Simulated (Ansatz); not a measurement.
# H2O with H2: superposition error and deformation, part 3 of 3

Ansatz 0.2.0, Gaussian basis. Earlier steps stand in the parts before.

### 19 B3LYP-D4/def2-TZVPPD

The inputs:

free-a/in.yaml

```yaml
crystal:
  periodic: [false, false, false]
  atoms:
    - {symbol: O, position_ang: [0.299236, 0.191040, -1.051466]}
    - {symbol: H, position_ang: [-0.503435, 0.652855, -1.303065]}
    - {symbol: H, position_ang: [0.175054, -0.710211, -1.356720]}
basis:
  gaussian: {orbitals: "def2-TZVPPD.json"}
hamiltonian: {xc: {name: B3LYP}, dispersion: d4}
```

free-b/in.yaml

```yaml
crystal:
  periodic: [false, false, false]
  atoms:
    - {symbol: H, position_ang: [-0.059990, -0.118476, 2.217508]}
    - {symbol: H, position_ang: [0.089235, -0.015208, 1.493743]}
basis:
  gaussian: {orbitals: "def2-TZVPPD.json"}
hamiltonian: {xc: {name: B3LYP}, dispersion: d4}
```

One command serves all of them, each in its own folder.

Run with:

```
> ansatz run in.yaml --threads 2 --pin off --events-out ev --progress --plain --max-ram 5222MiB
```

free-a printed, cut to the lines that bear on the results:

```text
Functional definition: B3LYP
  name "B3LYP"
  cite "Stephens, Devlin, Chabalowski & Frisch, J. Phys. Chem. 98, 11623 (1994) doi:10.1021/j100096a001"
  cite "Becke, Phys. Rev. A 38, 3098 (1988) doi:10.1103/PhysRevA.38.3098"
  cite "Lee, Yang & Parr, Phys. Rev. B 37, 785 (1988) doi:10.1103/PhysRevB.37.785"
  cite "Vosko, Wilk & Nusair, Can. J. Phys. 58, 1200 (1980) doi:10.1139/p80-159"
[...]
302 factors; their error is unknown
[...]
mean field -2080.83954423 eV, -76.4694428067 hartree, gradient 1.5e-5 eV, S^2 0.000000; 0 other end points of the search recorded, 0 dependent functions left out
reference -2080.83973251 eV, -76.4694497259 hartree; 5, 5 occupied and 69, 69 virtual orbitals, 302 factors
Total energy: -2080.84815834 eV, -76.4697593695 hartree
```

free-b printed, cut to the lines that bear on the results:

```text
[... 6 set-up lines as earlier in the session ...]
[...]
118 factors; their error is unknown
[...]
mean field -32.10969241 eV, -1.1800094315 hartree, gradient 5.9e-5 eV, S^2 0.000000; 0 other end points of the search recorded, 0 dependent functions left out
reference -32.10982573 eV, -1.1800143306 hartree; 1, 1 occupied and 33, 33 virtual orbitals, 118 factors
Total energy: -32.11297682 eV, -1.1801301311 hartree
```

They took 0.15 s (free-a), 0.1 s (free-b) on 2 threads of AMD EPYC 9R45, shared host.

### 20 wB97X-V/def2-TZVPPD

Each input of step 19 (free-a, free-b) changes in the same lines:

```diff
-hamiltonian: {xc: {name: B3LYP}, dispersion: d4}
+hamiltonian: {xc: {name: wB97X-V}}
```

One command serves all of them, each in its own folder.

Run with:

```
> ansatz run in.yaml --threads 2 --pin off --events-out ev --progress --plain --max-ram 5222MiB
```

free-a printed, cut to the lines that bear on the results:

```text
[... 5 set-up lines as earlier in the session ...]
[...]
      + integral(e_c_pw_opposite_spin*poly(b97_u_opposite, cos0, cos1)) + vv10(b, c)
302 factors; their error is unknown
104 factors; integrals over basis functions are off by at most 2.9e-5 eV
[...]
mean field -2079.95993757 eV, -76.4371178582 hartree, gradient 3.9e-5 eV, S^2 0.000000; 0 other end points of the search recorded, 0 dependent functions left out
reference -2079.95993566 eV, -76.4371177879 hartree; 5, 5 occupied and 69, 69 virtual orbitals, 302 factors
Total energy: -2079.95993566 eV, -76.4371177879 hartree
```

Log of free-b, cut to the lines that bear on the results:

```text
[... 5 set-up lines as earlier in the session ...]
[...]
      + integral(e_c_pw_opposite_spin*poly(b97_u_opposite, cos0, cos1)) + vv10(b, c)
118 factors; their error is unknown
52 factors; integrals over basis functions are off by at most 1.4e-5 eV
[...]
mean field -31.90915570 eV, -1.1726398430 hartree, gradient 4.2e-6 eV, S^2 0.000000; 0 other end points of the search recorded, 0 dependent functions left out
reference -31.90915472 eV, -1.1726398072 hartree; 1, 1 occupied and 33, 33 virtual orbitals, 118 factors
Total energy: -31.90915472 eV, -1.1726398072 hartree
```

Wall times: 0.35 s (free-a), 0.15 s (free-b) on 2 threads of AMD EPYC 9R45, shared host.

### 21 wB97M-V/def2-TZVPPD

Each input of step 20 (free-a, free-b) changes in the same lines:

```diff
-hamiltonian: {xc: {name: wB97X-V}}
+hamiltonian: {xc: {name: wB97M-V}}
```

The same command starts each run, in its folder.

Run with:

```
> ansatz run in.yaml --threads 2 --pin off --events-out ev --progress --plain --max-ram 5222MiB
```

Output in free-a, cut to the lines that bear on the results:

```text
[... 5 set-up lines as earlier in the session ...]
  # Of w^i u^j: cxij and so on, Table III.
[...]
  gx(w, u) = 1 - cx + cx01*u + cx10*w
[...]
      + integral(e_c_pw_mod_opposite_spin*gos(b97_w_opposite, b97_u_opposite)) + vv10(b, c)
302 factors; their error is unknown
104 factors; integrals over basis functions are off by at most 2.9e-5 eV
[...]
mean field -2079.94006064 eV, -76.4363873945 hartree, gradient 2.3e-5 eV, S^2 0.000000; 0 other end points of the search recorded, 0 dependent functions left out
reference -2079.94010790 eV, -76.4363891314 hartree; 5, 5 occupied and 69, 69 virtual orbitals, 302 factors
Total energy: -2079.94010790 eV, -76.4363891314 hartree
```

Output in free-b, cut to the lines that bear on the results:

```text
[... 5 set-up lines as earlier in the session ...]
  # Of w^i u^j: cxij and so on, Table III.
[...]
  gx(w, u) = 1 - cx + cx01*u + cx10*w
[...]
      + integral(e_c_pw_mod_opposite_spin*gos(b97_w_opposite, b97_u_opposite)) + vv10(b, c)
118 factors; their error is unknown
52 factors; integrals over basis functions are off by at most 1.4e-5 eV
[...]
mean field -31.60198283 eV, -1.1613514484 hartree, gradient 2.1e-5 eV, S^2 0.000000; 0 other end points of the search recorded, 0 dependent functions left out
reference -31.60200631 eV, -1.1613523112 hartree; 1, 1 occupied and 33, 33 virtual orbitals, 118 factors
Total energy: -31.60200631 eV, -1.1613523112 hartree
```

Wall times: 0.35 s (free-a), 0.15 s (free-b) on 2 threads of AMD EPYC 9R45, shared host.

### 22 B2PLYP/def2-TZVPPD

Each input of step 21 (free-a, free-b) changes in the same lines:

```diff
-hamiltonian: {xc: {name: wB97M-V}}
+hamiltonian: {xc: {name: B2PLYP}}
```

Each run has its own folder and the same command.

Run with:

```
> ansatz run in.yaml --threads 2 --pin off --events-out ev --progress --plain --max-ram 5222MiB
```

free-a printed, cut to the lines that bear on the results:

```text
[... 5 set-up lines as earlier in the session ...]
[...]
427 factors; integrals over basis functions are off by at most 1.1e-3 eV
[...]
mean field -2077.09564141 eV, -76.3318569160 hartree, gradient 5.7e-6 eV, S^2 0.000000; 0 other end points of the search recorded, 0 dependent functions left out
1 core orbitals not correlated: weight in the atoms' cores, before any rotation towards them, 1.000 or more for the frozen orbitals, at most 0.000 for the correlated occupied ones
reference -2077.09575750 eV, -76.3318611822 hartree; 4, 4 occupied and 69, 69 virtual orbitals, 427 factors
second order -8.52530052 eV of doubles, -0.00000000 eV of singles
Total energy: -2079.39758864 eV, -76.4164519163 hartree
```

free-b printed, cut to the lines that bear on the results:

```text
[... 5 set-up lines as earlier in the session ...]
[...]
170 factors; integrals over basis functions are off by at most 1.0e-3 eV
[...]
mean field -31.55940748 eV, -1.1597868331 hartree, gradient 5.6e-7 eV, S^2 0.000000; 0 other end points of the search recorded, 0 dependent functions left out
reference -31.55948997 eV, -1.1597898645 hartree; 1, 1 occupied and 33, 33 virtual orbitals, 170 factors
second order -1.02665270 eV of doubles, -0.00000000 eV of singles
Total energy: -31.83668619 eV, -1.1699766380 hartree
```

Times: 0.2 s (free-a), 0.1 s (free-b) on 2 threads of AMD EPYC 9R45, shared host.

### 23 BLYP-D4/def2-TZVPPD

The same edit goes into each in.yaml of step 22 (free-a, free-b):

```diff
-hamiltonian: {xc: {name: B2PLYP}}
+hamiltonian: {xc: {name: BLYP}, dispersion: d4}
```

One command serves all of them, each in its own folder.

Run with:

```
> ansatz run in.yaml --threads 2 --pin off --events-out ev --progress --plain --max-ram 5222MiB
```

Output in free-a, cut to the lines that bear on the results:

```text
[... 4 set-up lines as earlier in the session ...]
[...]
302 factors; their error is unknown
[...]
mean field -2080.37404322 eV, -76.4523359603 hartree, gradient 1.5e-5 eV, S^2 0.000000; 0 other end points of the search recorded, 0 dependent functions left out
reference -2080.37429662 eV, -76.4523452724 hartree; 5, 5 occupied and 69, 69 virtual orbitals, 302 factors
Total energy: -2080.38713869 eV, -76.4528172096 hartree
```

free-b printed, cut to the lines that bear on the results:

```text
[... 4 set-up lines as earlier in the session ...]
[...]
118 factors; their error is unknown
[...]
mean field -31.82623178 eV, -1.1695924453 hartree, gradient 2.5e-5 eV, S^2 0.000000; 0 other end points of the search recorded, 0 dependent functions left out
reference -31.82641673 eV, -1.1695992420 hartree; 1, 1 occupied and 33, 33 virtual orbitals, 118 factors
Total energy: -31.83131463 eV, -1.1697792366 hartree
```

Times: 0.15 s (free-a), 0.1 s (free-b) on 2 threads of AMD EPYC 9R45, shared host.

### 24 revPBE-D4/def2-TZVPPD

The same edit goes into each in.yaml of step 23 (free-a, free-b):

```diff
-hamiltonian: {xc: {name: BLYP}, dispersion: d4}
+hamiltonian: {xc: {name: revPBE}, dispersion: d4}
```

Each run has its own folder and the same command.

Run with:

```
> ansatz run in.yaml --threads 2 --pin off --events-out ev --progress --plain --max-ram 5222MiB
```

Log of free-a, cut to the lines that bear on the results:

```text
[... 4 set-up lines as earlier in the session ...]
[...]
302 factors; their error is unknown
[...]
mean field -2080.13884157 eV, -76.4436924590 hartree, gradient 1.3e-5 eV, S^2 0.000000; 0 other end points of the search recorded, 0 dependent functions left out
reference -2080.13889087 eV, -76.4436942707 hartree; 5, 5 occupied and 69, 69 virtual orbitals, 302 factors
Total energy: -2080.16466884 eV, -76.4446415936 hartree
```

Log of free-b, cut to the lines that bear on the results:

```text
[... 4 set-up lines as earlier in the session ...]
[...]
118 factors; their error is unknown
[...]
mean field -32.01656598 eV, -1.1765870980 hartree, gradient 1.6e-5 eV, S^2 0.000000; 0 other end points of the search recorded, 0 dependent functions left out
reference -32.01659254 eV, -1.1765880743 hartree; 1, 1 occupied and 33, 33 virtual orbitals, 118 factors
Total energy: -32.02733896 eV, -1.1769829979 hartree
```

They took 0.15 s (free-a), 0.1 s (free-b) on 2 threads of AMD EPYC 9R45, shared host.

### 25 B97M-V/def2-TZVPPD

The same edit goes into each in.yaml of step 24 (free-a, free-b):

```diff
-hamiltonian: {xc: {name: revPBE}, dispersion: d4}
+hamiltonian: {xc: {name: B97M-V}}
```

Each run has its own folder and the same command.

Run with:

```
> ansatz run in.yaml --threads 2 --pin off --events-out ev --progress --plain --max-ram 5222MiB
```

Log of free-a, cut to the lines that bear on the results:

```text
[... 5 set-up lines as earlier in the session ...]
  # Of w^i u^j: cxij and so on, Table III.
[...]
  gx(w, u) = cx00 + cx01*u + cx02*u^2 + (cx10 + cx11*u)*w
[...]
  gos(w, u) = cos00 + cos01*u + cos03*u^3 + cos10*w + cos32*w^3*u^2
[...]
      + integral(e_c_pw_mod_opposite_spin*gos(b97_w_opposite, b97_u_opposite)) + vv10(b, c)
302 factors; their error is unknown
[...]
mean field -2080.01549602 eV, -76.4391595934 hartree, gradient 6.6e-5 eV, S^2 0.000000; 0 other end points of the search recorded, 0 dependent functions left out
reference -2080.01555372 eV, -76.4391617141 hartree; 5, 5 occupied and 69, 69 virtual orbitals, 302 factors
Total energy: -2080.01555372 eV, -76.4391617141 hartree
```

free-b printed, cut to the lines that bear on the results:

```text
[... 5 set-up lines as earlier in the session ...]
  # Of w^i u^j: cxij and so on, Table III.
[...]
  gx(w, u) = cx00 + cx01*u + cx02*u^2 + (cx10 + cx11*u)*w
  gss(w, u) = css00 + css02*u^2 + css10*w + (css32*w^3 + css42*w^4)*u^2
  gos(w, u) = cos00 + cos01*u + cos03*u^3 + cos10*w + cos32*w^3*u^2
[...]
      + integral(e_c_pw_mod_opposite_spin*gos(b97_w_opposite, b97_u_opposite)) + vv10(b, c)
118 factors; their error is unknown
[...]
mean field -31.90616577 eV, -1.1725299651 hartree, gradient 1.2e-5 eV, S^2 0.000000; 0 other end points of the search recorded, 0 dependent functions left out
reference -31.90619441 eV, -1.1725310176 hartree; 1, 1 occupied and 33, 33 virtual orbitals, 118 factors
Total energy: -31.90619441 eV, -1.1725310176 hartree
```

Times: 0.35 s (free-a), 0.15 s (free-b) on 2 threads of AMD EPYC 9R45, shared host.

### 26 HSE06-D4/def2-TZVPPD

Each input of step 25 (free-a, free-b) changes in the same lines:

```diff
-hamiltonian: {xc: {name: B97M-V}}
+hamiltonian: {xc: hse06, dispersion: d4}
```

Each run has its own folder and the same command.

Run with:

```
> ansatz run in.yaml --threads 2 --pin off --events-out ev --progress --plain --max-ram 5222MiB
```

Log of free-a, cut to the lines that bear on the results:

```text
[... 6 set-up lines as earlier in the session ...]
[...]
  # The whole range is PBE's own exchange, as in plane waves. The composition of these papers is wPBEh.
[...]
302 factors; their error is unknown
34 factors; integrals over basis functions are off by at most 5.2e-5 eV
[...]
mean field -2078.39958416 eV, -76.3797759281 hartree, gradient 9.0e-5 eV, S^2 0.000000; 0 other end points of the search recorded, 0 dependent functions left out
reference -2078.39962336 eV, -76.3797773686 hartree; 5, 5 occupied and 69, 69 virtual orbitals, 302 factors
Total energy: -2078.40344856 eV, -76.3799179421 hartree
```

free-b printed, cut to the lines that bear on the results:

```text
[... 6 set-up lines as earlier in the session ...]
[...]
  # The whole range is PBE's own exchange, as in plane waves. The composition of these papers is wPBEh.
[...]
118 factors; their error is unknown
20 factors; integrals over basis functions are off by at most 3.6e-5 eV
[...]
mean field -31.78231099 eV, -1.1679783860 hartree, gradient 6.0e-5 eV, S^2 0.000000; 0 other end points of the search recorded, 0 dependent functions left out
reference -31.78233086 eV, -1.1679791164 hartree; 1, 1 occupied and 33, 33 virtual orbitals, 118 factors
Total energy: -31.78376386 eV, -1.1680317782 hartree
```

Times: 0.2 s (free-a), 0.1 s (free-b) on 2 threads of AMD EPYC 9R45, shared host.

### 27 CCSD(T)/def2-TZVPPD

The same edit goes into each in.yaml of step 26 (free-a, free-b):

```diff
-hamiltonian: {xc: hse06, dispersion: d4}
+correlation: {method: ccsd_t}
```

One command serves all of them, each in its own folder.

Run with:

```
> ansatz run in.yaml --threads 2 --pin off --events-out ev --progress --plain --max-ram 5222MiB
```

Log of free-a, cut to the lines that bear on the results:

```text
[... 4 set-up lines as earlier in the session ...]
[...]
427 factors; integrals over basis functions are off by at most 1.1e-3 eV
[...]
mean field -2069.79988757 eV, -76.0637429073 hartree, gradient 1.2e-6 eV, S^2 0.000000; 0 other end points of the search recorded, 0 dependent functions left out
1 core orbitals not correlated: weight in the atoms' cores, before any rotation towards them, 1.000 or more for the frozen orbitals, at most 0.000 for the correlated occupied ones
reference -2069.79988757 eV, -76.0637429073 hartree; 4, 4 occupied and 69, 69 virtual orbitals, 427 factors
second order -7.16978610 eV of doubles, -0.00000000 eV of singles
cycle   1  -7.15170893 eV  change    1.8e-2 eV  update   4.7e-2
[...]
cycle   9  -7.31591611 eV  change    1.5e-6 eV  update   2.9e-6
perturbative correction -0.21983137 eV, -0.0080786538 hartree
Total energy: -2077.33563504 eV, -76.3406765192 hartree
```

Output in free-b, cut to the lines that bear on the results:

```text
[... 4 set-up lines as earlier in the session ...]
[...]
170 factors; integrals over basis functions are off by at most 1.0e-3 eV
[...]
mean field -30.82932148 eV, -1.1329566674 hartree, gradient 2.3e-7 eV, S^2 0.000000; 0 other end points of the search recorded, 0 dependent functions left out
reference -30.82932148 eV, -1.1329566674 hartree; 1, 1 occupied and 33, 33 virtual orbitals, 170 factors
second order -0.86437191 eV of doubles, -0.00000000 eV of singles
cycle   1  -1.00901800 eV  change   -1.4e-1 eV  update   2.6e-2
[...]
cycle   7  -1.07500458 eV  change   -1.1e-6 eV  update   5.8e-7
perturbative correction -0.00000000 eV, -0.0000000000 hartree
Total energy: -31.90432605 eV, -1.1724623570 hartree
```

They took 0.3 s (free-a), 0.1 s (free-b) on 2 threads of AMD EPYC 9R45, shared host.

### 28 The split

```tsv
method	interaction with counterpoise (meV)	without	superposition error	deformation	binding energy
PBE-D4	-33	-34	1	0	-34
revPBE-D4	-17	-18	1	0	-18
BLYP-D4	-15	-16	1	0	-15
r2SCAN-D4	-18	-18	0	0	-17
B97M-V	-29	-30	1	1	-28
PBE0-D4	-29	-30	0	0	-29
B3LYP-D4	-21	-21	0	0	-20
HSE06-D4	-30	-30	0	0	-30
wB97X-V	-24	-25	0	0	-24
wB97M-V	-21	-22	1	1	-21
B2PLYP	-14	-16	2	1	-14
Hartree-Fock	2	1	0	2	3
MP2	-16	-21	5	1	-15
CCSD	-15	-19	5	0	-14
CCSD(T)	-18	-23	5	0	-17
```

### 29 What came out

What follows sums up all 3 parts.

```
            quantity    value
interaction, CCSD(T)  -18 meV
 superposition error    5 meV
         deformation    0 meV
      binding energy  -17 meV
```

**Reading.** In this basis the superposition error is 5 meV for CCSD(T) and 1 meV on average for the plain functionals: correlated methods borrow far more, since they need many more functions to converge. Deformation takes back 2 % of the interaction. The free shapes are PBE0-D4 minima, so other methods can show a small negative deformation energy.
